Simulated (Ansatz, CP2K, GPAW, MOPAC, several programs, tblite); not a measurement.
# BaTiO3 from cheap methods to r2SCAN

Aim: run BaTiO3 through methods of unlike cost and see what each gets, and at what price.

The COD entry's cell or inner coordinates are ideal or old and differ from later refinements, so a difference from it is no clean test against experiment.

Program: MOPAC, CP2K, Ansatz, GPAW (versions at each run). Level of theory: no spin polarisation, static lattice; gaps from single points on the cell relaxed beforehand with r²SCAN. These are calculated values, not measurements.

**1. The starting structure**

It takes space group P4mm (No. 99, tetragonal). Conventional cell: a = 3.972 Å, b = 3.972 Å, c = 4.112 Å, α = 90.00°, β = 90.00°, γ = 90.00°. Ba (site symmetry 4mm) has 12 O at 2.79 to 2.92 Å as nearest neighbours. Around Ti (site symmetry 4mm) lie 5 O at 1.82 to 1.99 Å. O (site symmetry 4mm) has 1 Ti at 1.82 Å as nearest neighbours. Around O (site symmetry 2mm) lie 2 Ti at 1.99 Å and 4 Ba at 2.79 to 2.92 Å.

Coordinates:

```xyz
5
Lattice="3.9724 0.0000 0.0000 0.0000 3.9724 0.0000 0.0000 0.0000 4.1122" Properties=species:S:1:pos:R:3 pbc="T T T"
Ba    0.0000    0.0000   -0.0179
Ti    1.9862    1.9862    1.9637
O     1.9862    1.9862    0.1421
O     1.9862    0.0000    2.1287
O     0.0000    1.9862    2.1287
```

**Question.** The methods are PM6, PM7, PBE/DZVP, PBE/SZV, coarse PBE, GLLB-SC, PBE, r2SCAN. What gap does r2SCAN give on this cell, and which other methods (full PBE left aside) come nearest to r2SCAN and farthest in gap, volume and bulk modulus?

| quantity | value |
| --- | --- |
| r2SCAN | gap 2.23 eV, 12.98 Å³/atom, B₀ 175 GPa |
| gap: nearest and farthest of the other methods | PM7 (+0.26 eV), GLLB-SC (+1.52 eV) |
| volume: nearest and farthest of the other methods | PBE/DZVP (+3.1 %), PBE/SZV (+8.9 %) |
| bulk modulus: nearest and farthest of the other methods | PBE/DZVP (-9 %), PM7 (+51 %) |

What this shows: For the gap, of the 6 methods compared (full PBE left aside), PM7 comes nearest to r2SCAN and GLLB-SC is farthest. For the volume, of the 3 methods compared (full PBE left aside), PBE/DZVP comes nearest to r2SCAN and PBE/SZV is farthest. For the bulk modulus, of the 3 methods compared (full PBE left aside), PBE/DZVP comes nearest to r2SCAN and PM7 is farthest. A minimal basis or a coarse cutoff and mesh shifts results by its own error, so closeness to r2SCAN can be chance. Cluster runs see only the k-points that fold onto the zone centre, so their gaps can miss the band edges. GLLB-SC is compared with its derivative discontinuity added. No volume is given for PM6, coarse PBE, which can hide a larger miss. CPU times run from 1.2 s (coarse PBE) to 95 s (PM6). On this cell PM6, PBE/DZVP cost more than r2SCAN itself (20 s), so they are no saving here. A cluster method computes far more atoms than the primitive cell, so on a small crystal it can cost more than plane waves. r2SCAN is a yardstick, not the truth: it usually gives gaps below the measured ones. Spin-orbit coupling is left out throughout.
